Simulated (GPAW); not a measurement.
# HfB (Fm-3m) in GPAW: convergence with smearing width (eV)

Aim: find how far smearing width (eV) must go before the results for HfB settle, at PBE. This setting moves, with any that are tied to it; all else stays.

Everything below comes from runs of GPAW 26.7.0. Logs are shortened: lines on timing, memory, paths and dates and some standing lists are left out, and cuts for length are marked. The log counts tension as positive stress, the text compression.

### 1 The structure

It takes space group Fm-3m (No. 225, cubic). Conventional cell: a = 4.620 Å, b = 4.620 Å, c = 4.620 Å, α = 90.00°, β = 90.00°, γ = 90.00°. Hf (site symmetry m-3m) is surrounded by 6 B at 2.31 Å. B (site symmetry m-3m) has 6 Hf at 2.31 Å as nearest neighbours.

### 2 With smearing width (eV) 0.5

run.py

```python
from ase import Atoms
from ase.dft.bandgap import bandgap
from ase.io import write
from ase.units import GPa
from gpaw import GPAW, PW

atoms = Atoms(['Hf', 'B'],
              cell=[[0.0, 2.31, 2.31],
                    [2.31, 0.0, 2.31],
                    [2.31, 2.31, 0.0]],
              scaled_positions=[[0.5, 0.5, 0.5],
                                [0.0, 0.0, 0.0]],
              pbc=True)

calc = GPAW(mode=PW(800),
            xc='PBE',
            kpts={'size': (10, 10, 10), 'gamma': True},
            occupations={'name': 'fermi-dirac', 'width': 0.5},
            nbands=17,
            convergence={'density': 1e-05, 'energy': 1e-05},
            maxiter=100,
            txt='gpaw.txt')
atoms.calc = calc
energy = atoms.get_potential_energy()
forces = atoms.get_forces()
stress = atoms.get_stress()
calc.write('gs.gpw')
write('result.traj', atoms)
print(f'Energy: {energy:.6f} eV')
print('Forces (eV/A):')
print(forces.round(4))
print('Stress (GPa):', (stress / GPa).round(3))
print('Fermi level:', round(calc.get_fermi_level(), 4), 'eV')
print(f'Gap: {bandgap(calc)[0]:.4f} eV, direct: {bandgap(calc, direct=True)[0]:.4f} eV')
```

Potentials or basis: GPAW PAW data sets (gpaw-data 1.2.1), pw.

Command:

```
$ OMP_NUM_THREADS=1 python run.py
```

Run time: 17 s. Hardware: 1 thread of Arm Neoverse V2, shared host; peak memory 0.17 GiB.

Results:

| Property | Result |
| --- | --- |
| Free energy | -15.1218 eV |
| Pressure | 34.1 GPa |
| Band gap on the k mesh | none (metal or under the smearing width) |

### 3 With smearing width (eV) 0.3

run.py, as its differences from that of step 2:

```diff
@@ -17,3 +17,3 @@
             kpts={'size': (10, 10, 10), 'gamma': True},
-            occupations={'name': 'fermi-dirac', 'width': 0.5},
+            occupations={'name': 'fermi-dirac', 'width': 0.3},
             nbands=17,
```

Potentials or basis: GPAW PAW data sets (gpaw-data 1.2.1), pw.

Command:

```
$ OMP_NUM_THREADS=1 python run.py
```

Wall time 17 s (1 thread of Arm Neoverse V2, shared host); peak memory 0.17 GiB.

Results:

```
Free energy            : -14.8510 eV
Pressure               : 32.9 GPa
Band gap on the k mesh : none (metal or under the smearing width)
```

### 4 With smearing width (eV) 0.2

run.py, as its differences from that of step 3:

```diff
@@ -17,3 +17,3 @@
             kpts={'size': (10, 10, 10), 'gamma': True},
-            occupations={'name': 'fermi-dirac', 'width': 0.3},
+            occupations={'name': 'fermi-dirac', 'width': 0.2},
             nbands=17,
```

Command:

```
$ OMP_NUM_THREADS=1 python run.py
```

Run time: 17 s. Hardware: 1 thread of Arm Neoverse V2, shared host; peak memory 0.17 GiB.

It converged, with:

- Free energy: -14.7643 eV
- Pressure: 32.5 GPa
- Band gap on the k mesh: none (metal or under the smearing width)

### 5 With smearing width (eV) 0.15

run.py, as its differences from that of step 4:

```diff
@@ -17,3 +17,3 @@
             kpts={'size': (10, 10, 10), 'gamma': True},
-            occupations={'name': 'fermi-dirac', 'width': 0.2},
+            occupations={'name': 'fermi-dirac', 'width': 0.15},
             nbands=17,
```

Command:

```
$ OMP_NUM_THREADS=1 python run.py
```

It took 17 s on 1 thread of Arm Neoverse V2, shared host; peak memory 0.17 GiB.

It converged, with:

```yaml
Free_energy: -14.7339 eV
Pressure: 32.3 GPa
Band_gap_on_the_k_mesh: none (metal or under the smearing width)
```

### 6 With smearing width (eV) 0.1

run.py, as its differences from that of step 5:

```diff
@@ -17,3 +17,3 @@
             kpts={'size': (10, 10, 10), 'gamma': True},
-            occupations={'name': 'fermi-dirac', 'width': 0.15},
+            occupations={'name': 'fermi-dirac', 'width': 0.1},
             nbands=17,
```

Potentials or basis: GPAW PAW data sets (gpaw-data 1.2.1), pw.

Command:

```
$ OMP_NUM_THREADS=1 python run.py
```

Wall time 18 s (1 thread of Arm Neoverse V2, shared host); peak memory 0.17 GiB.

Results (log left out):

| Quantity | Value |
| --- | --- |
| Free energy | -14.7114 eV |
| Pressure | 32.1 GPa |
| Band gap on the k mesh | none (metal or under the smearing width) |

### 7 With smearing width (eV) 0.05

run.py, as its differences from that of step 6:

```diff
@@ -17,3 +17,3 @@
             kpts={'size': (10, 10, 10), 'gamma': True},
-            occupations={'name': 'fermi-dirac', 'width': 0.1},
+            occupations={'name': 'fermi-dirac', 'width': 0.05},
             nbands=17,
```

Command:

```
$ OMP_NUM_THREADS=1 python run.py
```

Run time: 19 s. Hardware: 1 thread of Arm Neoverse V2, shared host; peak memory 0.17 GiB.

The run converged. Its results:

* Free energy: -14.6963 eV
* Pressure: 31.9 GPa
* Band gap on the k mesh: none (metal or under the smearing width)

### 8 With smearing width (eV) 0.025

run.py, as its differences from that of step 7:

```diff
@@ -17,3 +17,3 @@
             kpts={'size': (10, 10, 10), 'gamma': True},
-            occupations={'name': 'fermi-dirac', 'width': 0.05},
+            occupations={'name': 'fermi-dirac', 'width': 0.025},
             nbands=17,
```

Command:

```
$ OMP_NUM_THREADS=1 python run.py
```

Run time: 19 s. Hardware: 1 thread of Arm Neoverse V2, shared host; peak memory 0.17 GiB.

The run converged. Its results:

```
Free energy            : -14.6918 eV
Pressure               : 31.7 GPa
Band gap on the k mesh : none (metal or under the smearing width)
```

### 9 With smearing width (eV) 0.01

run.py, as its differences from that of step 8:

```diff
@@ -17,3 +17,3 @@
             kpts={'size': (10, 10, 10), 'gamma': True},
-            occupations={'name': 'fermi-dirac', 'width': 0.025},
+            occupations={'name': 'fermi-dirac', 'width': 0.01},
             nbands=17,
```

Potentials or basis: GPAW PAW data sets (gpaw-data 1.2.1), pw.

Command:

```
$ OMP_NUM_THREADS=1 python run.py
```

gpaw.txt:

```text
__  _  _
 | _ |_)|_||  |
 |__||  | ||/\| - 26.7.0

Input parameters:
  mode=PW(ecut=800.0),
  convergence={'density': 1e-05, 'energy': 1e-05},
  kpts=MonkhorstPack(size=(10, 10, 10), gamma=True),
  maxiter=100,
  nbands=17,
  occupations=Occupations(name='fermi-dirac', width=0.01),
  xc=XC(name='PBE')

Diagonalizing LCAO Hamiltonian
Converting LCAO to pw mode

               Hf

       B

Atoms  # Å, Bohr magnetons
|   | symbol |        x |        y |        z |    initial magnetic moments |
|---|--------|----------|----------|----------|-----------------------------|
| 0 |     Hf | 2.310000 | 2.310000 | 2.310000 | ( 0.0000,  0.0000,  0.0000) |
| 1 |      B | 0.000000 | 0.000000 | 0.000000 | ( 0.0000,  0.0000,  0.0000) |

Unit cell  # Å
| periodic |        x |        y |        z |  lengths |    angles |
|----------|----------|----------|----------|----------|-----------|
|      yes | 0.000000 | 2.310000 | 2.310000 | 3.266833 | 60.000000 |
|      yes | 2.310000 | 0.000000 | 2.310000 | 3.266833 | 60.000000 |
|      yes | 2.310000 | 2.310000 | 0.000000 | 3.266833 | 60.000000 |

Number of symmetries: 48
Symmetry operations  # r_c * U_cc + t_c -> r_c
|    | kind |            matrix            |
|----|------|------------------------------|
|  0 |  σ   |  1, 0, 0,  1, 0,-1,  1,-1, 0 |
|  1 |  C2  |  1, 0, 0,  1,-1, 0,  1, 0,-1 |
|  2 |  E   |  1, 0, 0,  0, 1, 0,  0, 0, 1 |
|  3 |  σ   |  1, 0, 0,  0, 0, 1,  0, 1, 0 |
|  4 |  C4  |  1, 0,-1,  1, 0, 0,  1,-1, 0 |
|  5 |  S6  |  1, 0,-1,  1,-1, 0,  1, 0, 0 |
|  6 |  σ   |  1, 0,-1,  0, 1,-1,  0, 0,-1 |
|  7 |  C3  |  1, 0,-1,  0, 0,-1,  0, 1,-1 |
|  8 |  S6  |  1,-1, 0,  1, 0, 0,  1, 0,-1 |
|  9 |  C4  |  1,-1, 0,  1, 0,-1,  1, 0, 0 |
| 10 |  C3  |  1,-1, 0,  0,-1, 1,  0,-1, 0 |
| 11 |  σ   |  1,-1, 0,  0,-1, 0,  0,-1, 1 |
| 12 |  σ   |  0, 1, 0,  1, 0, 0,  0, 0, 1 |
| 13 |  C4  |  0, 1, 0,  0, 1,-1, -1, 1, 0 |
| 14 |  C3  |  0, 1, 0,  0, 0, 1,  1, 0, 0 |
| 15 |  S6  |  0, 1, 0, -1, 1, 0,  0, 1,-1 |
| 16 |  C2  |  0, 1,-1,  1, 0,-1,  0, 0,-1 |
| 17 |  σ   |  0, 1,-1,  0, 1, 0, -1, 1, 0 |
| 18 |  S4  |  0, 1,-1,  0, 0,-1,  1, 0,-1 |
| 19 |  C4  |  0, 1,-1, -1, 1, 0,  0, 1, 0 |
| 20 |  C3  |  0, 0, 1,  1, 0, 0,  0, 1, 0 |
| 21 |  σ   |  0, 0, 1,  0, 1, 0,  1, 0, 0 |
| 22 |  S6  |  0, 0, 1,  0,-1, 1, -1, 0, 1 |
| 23 |  C4  |  0, 0, 1, -1, 0, 1,  0,-1, 1 |
| 24 |  S4  |  0, 0,-1,  1, 0,-1,  0, 1,-1 |
| 25 |  C3  |  0, 0,-1,  0, 1,-1,  1, 0,-1 |
| 26 |  C2  |  0, 0,-1,  0,-1, 0, -1, 0, 0 |
| 27 |  S6  |  0, 0,-1, -1, 0, 0,  0,-1, 0 |
| 28 |  S4  |  0,-1, 1,  1,-1, 0,  0,-1, 0 |
| 29 |  C4  |  0,-1, 1,  0, 0, 1, -1, 0, 1 |
| 30 |  C2  |  0,-1, 1,  0,-1, 0,  1,-1, 0 |
| 31 |  σ   |  0,-1, 1, -1, 0, 1,  0, 0, 1 |
| 32 |  C3  |  0,-1, 0,  1,-1, 0,  0,-1, 1 |
| 33 |  S6  |  0,-1, 0,  0, 0,-1, -1, 0, 0 |
| 34 |  S4  |  0,-1, 0,  0,-1, 1,  1,-1, 0 |
| 35 |  C2  |  0,-1, 0, -1, 0, 0,  0, 0,-1 |
| 36 |  C2  | -1, 1, 0,  0, 1, 0,  0, 1,-1 |
| 37 |  S6  | -1, 1, 0,  0, 1,-1,  0, 1, 0 |
| 38 |  S4  | -1, 1, 0, -1, 0, 1, -1, 0, 0 |
| 39 |  C3  | -1, 1, 0, -1, 0, 0, -1, 0, 1 |
| 40 |  S6  | -1, 0, 1,  0, 0, 1,  0,-1, 1 |
| 41 |  C2  | -1, 0, 1,  0,-1, 1,  0, 0, 1 |
| 42 |  C3  | -1, 0, 1, -1, 1, 0, -1, 0, 0 |
| 43 |  S4  | -1, 0, 1, -1, 0, 0, -1, 1, 0 |
| 44 |  C2  | -1, 0, 0,  0, 0,-1,  0,-1, 0 |
| 45 |  i   | -1, 0, 0,  0,-1, 0,  0, 0,-1 |
| 46 |  σ   | -1, 0, 0, -1, 1, 0, -1, 0, 1 |
| 47 |  C2  | -1, 0, 0, -1, 0, 1, -1, 1, 0 |

BZ-sampling:
  Number of BZ points: 1000
  Number of IBZ points: 47

  Monkhorst-Pack size: [10, 10, 10]
  Monkhorst-Pack shift: [0.05, 0.05, 0.05]

K-points  # in reciprocal-cell coordinates
|     |                                coordinates |     weight |
|-----|--------------------------------------------|------------|
|   0 | (  0.00000000,   0.00000000,   0.00000000) | 0.00100000 |
|   1 | (  0.10000000,   0.10000000,   0.00000000) | 0.00600000 |
|   2 | (  0.10000000,   0.10000000,   0.10000000) | 0.00800000 |
|   3 | (  0.20000000,   0.10000000,   0.10000000) | 0.01200000 |
|   4 | (  0.20000000,   0.20000000,   0.00000000) | 0.00600000 |
|   5 | (  0.20000000,   0.20000000,   0.10000000) | 0.02400000 |
|   6 | (  0.20000000,   0.20000000,   0.20000000) | 0.00800000 |
|   7 | (  0.30000000,   0.20000000,   0.10000000) | 0.02400000 |
|   8 | (  0.30000000,   0.20000000,   0.20000000) | 0.02400000 |
|   9 | (  0.30000000,   0.30000000,   0.00000000) | 0.00600000 |
| ... |                                            |            |
|  46 | (  0.50000000,   0.50000000,   0.50000000) | 0.00400000 |

Plane wave coefficients: 1295
Cutoff: 800.0 eV

Spin-components: 1 (collinear spins)
Bands:           17
Projectors:      11
Spin-degeneracy: 2
Datatype:        complex128

Parallelization:
  kpt:    1
  domain: 1
  band:   1

Density:
  Valence electrons: 15.0
  Components: 1
  Grid points: [24 24 24]
  Charge: 0.0  # |e|

Potential:
  Grid points: [24 24 24]

species:
  Hf:
    name:    Hafnium
    Z:       72.0
    valence: 12
    core:    60
    charge:  0.0  # [|e|]
    compensation charges:
      type: gauss
      rc: 0.41  # [Å]
      lmax: 2
    cutoffs:
      filter: 2.36  # [Å]
      core: 4.02  # [Å]
    projectors
    | kind |    occ | energy [eV] | rcut [Å] |
    |------|--------|-------------|----------|
    |   5s |  2.000 |     -66.831 |    1.397 |
    |   6s |  2.000 |      -5.097 |    1.397 |
    |   5p |  6.000 |     -35.599 |    1.307 |
    |   6p |  0.000 |      -1.401 |    1.307 |
    |   5d |  2.000 |      -2.699 |    1.334 |
    |    d |        |      24.513 |    1.334 |

    Using partial waves for Hf as LCAO basis

  B:
    name:    Boron
    Z:       5.0
    valence: 3
    core:    2
    charge:  0.0  # [|e|]
    compensation charges:
      type: gauss
      rc: 0.20  # [Å]
      lmax: 2
    cutoffs:
      filter: 1.14  # [Å]
      core: 1.38  # [Å]
    projectors
    | kind |    occ | energy [eV] | rcut [Å] |
    |------|--------|-------------|----------|
    |   2s |  2.000 |      -9.443 |    0.635 |
    |   2p |  1.000 |      -3.606 |    0.635 |
    |    s |        |      17.768 |    0.635 |
    |    p |        |      23.605 |    0.635 |
    |    d |        |       0.000 |    0.635 |

    Using partial waves for B as LCAO basis

Reference energy: -410555.604843  # eV

eigensolver:
  PPCG
  Converge bands: occupied
  niter=2

density mixing:
  MSR1-Mixer
  Pratt-step length: 0.05
  Maximum mixing coefficient: 0.75
  Old densities: 10
  SVD Regularization: 0.005
  Good broyden scale: 1.0
  Trust region scale: 1.0
  Backstep threshold: 4.0
  History deletion threshold: 6.0
  Fourier metric: weight=20.0, sigma=0.015

occupation numbers:
  Fermi-Dirac:
    width: 0.0100  # eV

poisson solver:
  ecut: 6400.0  # eV

xc functional:
  name: PBE with 2 nearest neighbor stencil

convergence criteria:
- Maximum integral of absolute [dens]ity change: 1e-05 electrons / valence electron
- Maximum [total energy] change in last 3 cyles: 1e-05 eV / valence electron
- Maximum integral of absolute [eigenst]ate change: 4e-08 eV^2 / valence electron
maximum number of iterations: 100

SCF iterations
|iter     | |      energy | eigst |  dens |
|---------|-|-------------|-------|-------|
|iter:   1| |  -15.541592 | -0.31 |       |
|iter:   2| |  -15.334353 | -2.61 | -0.97 |
|iter:   3| |  -14.669243 | -1.56 | -1.02 |
|iter:   4| |  -14.683722 | -3.49 | -1.84 |
|iter:   5| |  -14.689878 | -3.79 | -2.12 |
|iter:   6| |  -14.689876 | -6.21 | -3.40 |
|iter:   7| |  -14.689877c| -7.44c| -3.99 |
|iter:   8| |  -14.689877c| -8.13c| -4.56 |
|iter:   9| |  -14.689877c| -9.63c| -5.74c|

Converged in 9 steps
Energy contributions relative to reference atoms: (reference = -410555.604843)

Energy contributions:
  Kinetic:          36.853467
  Coulomb:         -32.439377
  Zero:             -0.465849
  External:          0.000000
  Xc:              -18.637766
  Entropy:          -0.000705
  Spinorbit:         0.000000
  ----------------------------
  Free energy:     -14.690229
  Extrapolated:    -14.689877

dipole moment: (-7.111211, -7.111211, -7.111211)  # |e|*Ang

Fermi level: 10.407
Eigenvalues  # (at kpt = [0.000, 0.000, 0.000])
| band index |      eig [eV] | occ [0-2] |
|------------|---------------|-----------|
|          0 |       -49.181 |     2.000 |
|          1 |       -17.907 |     2.000 |
|          2 |       -17.907 |     2.000 |
|          3 |       -17.907 |     2.000 |
|          4 |         0.877 |     2.000 |
|          5 |        12.625 |     0.000 |
|          6 |        12.625 |     0.000 |
|          7 |        12.625 |     0.000 |
|          8 |        14.406 |     0.000 |
|          9 |        14.406 |     0.000 |
|         10 |        14.406 |     0.000 |
|         11 |        14.662 |     0.000 |
|         12 |        14.662 |     0.000 |
|        ... |               |           |
|         16 |        35.906 |     0.000 |

No gap
No difference between direct/indirect transitions

Forces  # eV/Ang
|       x |        y |        z |
|---------|----------|----------|
| 0.00000 |  0.00000 | -0.00000 |  # Hf   0
| 0.00000 | -0.00000 | -0.00000 |  # B    1

Stress tensor  # eV/Ang^3
|         x |         y |         z |
|-----------|-----------|-----------|
| -0.197195 | -0.000000 | -0.000000 |
| -0.000000 | -0.197195 |  0.000000 |
| -0.000000 |  0.000000 | -0.197195 |

# Writing to gs.gpw (mode='')
```

It took 20 s on 1 thread of Arm Neoverse V2, shared host; peak memory 0.17 GiB.

What came out:

```
Free energy            : -14.6902 eV
Pressure               : 31.6 GPa
Band gap on the k mesh : none (metal or under the smearing width)
```

### 10 Result

| smearing width (eV) | energy less the tightest run, at zero smearing (meV/atom) | pressure (GPa) | SCF cycles | CPU time (s) | peak memory (GiB) |
| --- | --- | --- | --- | --- | --- |
| 0.5 | -9.95 | 34.07 | 8 | 17 | 0.17 |
| 0.3 | -2.58 | 32.94 | 8 | 17 | 0.17 |
| 0.2 | -2.58 | 32.47 | 8 | 17 | 0.17 |
| 0.15 | -2.29 | 32.28 | 8 | 17 | 0.17 |
| 0.1 | -1.36 | 32.10 | 9 | 18 | 0.17 |
| 0.05 | -0.41 | 31.87 | 9 | 19 | 0.17 |
| 0.025 | -0.12 | 31.71 | 9 | 19 | 0.17 |
| 0.01 | 0.00 | 31.59 | 9 | 20 | 0.17 |

Against the tightest run, the energy stays within 1 meV/atom from 0.05 on. Not settled before the last step: the pressure (to 0.1 GPa). Narrower smearing needs a denser k mesh, so at a fixed mesh the narrowest width isn't the most accurate. The tightest run that finished is the yardstick and may itself not be fully converged.

Caveats: a pressure of tens of GPa on the cell as given is suspect, and the run, the potentials or the cell itself is likely at fault.
